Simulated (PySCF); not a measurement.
# C6H9FS: the cost of one run

Computed with PySCF 2.14.0 and routines of our own; the level stands in each step. Atoms count from 0.

## 1. The system as given

17 atoms, charge 0, multiplicity 1; geometry from: GFN2-xTB.

## 2. Geometry optimisation at PBE0/def2-SV(P)

Job settings and geometry (Å):

```
{"job": {"xc": "PBE0", "basis": "def2-SV(P)", "grid": 1, "kind": "geom"}, "charge": 0, "multiplicity": 1}
C     -3.289603     0.450679     0.097022
C     -2.306553    -0.434817    -0.584721
C     -0.983911    -0.460819    -0.397485
F     -0.281828    -1.361061    -1.140598
C     -0.183751     0.340001     0.490453
C      1.147460     0.269714     0.637606
S      2.226800    -0.804828    -0.205382
C      3.800237    -0.280500     0.543475
H     -4.026424    -0.153676     0.626201
H     -3.827040     1.043864    -0.642918
H     -2.818243     1.123375     0.806228
H     -2.717773    -1.126249    -1.307164
H     -0.724107     1.059175     1.086070
H      1.646086     0.923256     1.336167
H      3.982821     0.767469     0.324375
H      4.574654    -0.891616     0.091729
H      3.774176    -0.451936     1.615590
```

Started as:

```sh
OMP_NUM_THREADS=1 python excited_run.py task.json out
```

One launch serves the whole session: the jobs run in the order shown.

**Question.** How long does this first job take on 1 thread of AMD EPYC, shared host, and how much memory does it need?

About 1.9 min, with a peak of 0.6 GiB.
